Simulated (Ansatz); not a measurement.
# BClH2: the cost of one run

Method: PBE0-D4/def2-TZVP structures, single points in def2-TZVPP, no counterpoise correction; program: Ansatz 0.2.0, Gaussian basis.

Levels: SPW92, PBE-D4, BLYP-D4, r2SCAN-D4, B97M-V, PBE0-D4, B3LYP-D4, r2SCAN0-D4, BHLYP-D4, CAM-B3LYP-D4, wB97X-V, wB97M-V, B2PLYP, PBE-QIDH, RPA on PBE, Hartree-Fock, MP2, CCSD, CCSD(T).

Correlated methods freeze the cores. B3LYP uses VWN-RPA correlation. B2PLYP carries no dispersion term here.

94 further runs of the same task are left out: 94 set aside as unsound or not needed.

### Step 1. Where the work starts

The complex: 10 atoms, charge 0, spin multiplicity 1.

Atoms are counted from 1 here; the program's logs count them from 0.

Bond lengths: B1–Cl2 1.839 Å, B1–H3 1.196 Å, B1–H4 1.209 Å, B1–O6 1.625 Å, H5–O6 0.965 Å, O6–Si7 1.713 Å, Si7–H8 1.482 Å, Si7–H9 1.474 Å, Si7–H10 1.473 Å. Angles: Cl2–B1–H3 113.0°, Cl2–B1–H4 112.6°, Cl2–B1–O6 104.2°, H3–B1–H4 117.0°, H3–B1–O6 106.3°, H4–B1–O6 101.9°, B1–O6–H5 110.0°, B1–O6–Si7 112.4°, H5–O6–Si7 118.1°, O6–Si7–H8 104.0°, O6–Si7–H9 109.9°, O6–Si7–H10 105.6°, H8–Si7–H9 111.5°, H8–Si7–H10 111.8°, H9–Si7–H10 113.5°.

As a file:

```
B    -1.36691    0.12537   -0.30118
Cl   -1.71338   -1.56705   -0.93057
H    -2.28593    0.59719    0.30201
H    -0.83440    0.82890   -1.12818
H    -0.31034   -0.90813    1.26689
O    -0.17161   -0.08680    0.77884
Si    1.37585    0.19944    0.10277
H     2.31514   -0.34885    1.11014
H     1.49847   -0.50333   -1.18752
H     1.49300    1.66327   -0.01332
```

Its parts: BH₂Cl holds atoms 1, 2, 3, 4; SiH₄O holds atoms 5, 6, 7, 8, 9, 10. Each part counts its atoms afresh in its own runs.

### Step 2. Relaxing BH₂Cl alone

relax-a/in.yaml reads:

```yaml
crystal:
  periodic: [false, false, false]
  atoms:
    - {symbol: B, position_ang: [-1.366912, 0.125365, -0.301179]}
    - {symbol: Cl, position_ang: [-1.713382, -1.567050, -0.930566]}
    - {symbol: H, position_ang: [-2.285925, 0.597187, 0.302015]}
    - {symbol: H, position_ang: [-0.834396, 0.828899, -1.128178]}
basis:
  gaussian: {orbitals: def2-TZVP}
hamiltonian: {xc: pbe0, dispersion: d4}
relax: {f_tol: 0.005, max_steps: 200}
```

The run is started by

```
$ ansatz run in.yaml --threads 4 --pin off --events-out ev --progress --plain --max-ram 9574MiB
```

**Question.** How long does this run take on 4 threads of Intel Xeon at 2.50GHz, shared host?

About 6.5 s.
